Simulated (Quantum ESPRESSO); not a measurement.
The system is GaF.

```xyz
2
Lattice="3.1659 0.0000 0.0000 0.0000 3.1659 0.0000 0.0000 0.0000 3.1659" Properties=species:S:1:pos:R:3 pbc="T T T"
Ga    0.0000    0.0000    0.0000
F     1.5830    1.5830    1.5830
```

The cell was built by a generator and needn't be a form met in nature.

| Item | Value |
| --- | --- |
| Program | Quantum ESPRESSO 7.5 |
| Task | phonons |
| Functional | rev-vdW-DF2 |
| Potentials or basis | JTH 2.0 PBE |
| Cutoff | 707 eV |
| Density cutoff | 4245 eV |
| k mesh | 6 × 6 × 6, shifted |
| Occupations | fermi-dirac, width 0.05 eV |
| Spin | no spin polarisation |
| Mixing beta | 0.5 |
| Most SCF iterations | 120 |
| SCF threshold | 4e-10 Ry |

The cell and the atoms were relaxed first, to 15.26 Å³/atom (a = 3.125 Å, b = 3.125 Å, c = 3.125 Å, α = 90.00°, β = 90.00°, γ = 90.00°), and the response was taken there.

The first run showed a gap, so the response started from a second, tighter run with fixed occupations.

Q: Which optical modes does the crystal have at the zone centre, and which show in infrared and Raman spectra?

A: The optical modes are T1u. Infrared active: T1u. None is Raman active.

Optical modes at Γ, degenerate ones joined, polar ones without the macroscopic field:
| cm⁻¹ | components | symmetry | active in | IR intensity, summed ((D/Å)²/amu) |
| --- | --- | --- | --- | --- |
| 128i | 3 | T1u | IR | 24.06 |

Caveat: the potentials were made for another functional, which shifts forces and pressure; some modes are imaginary.
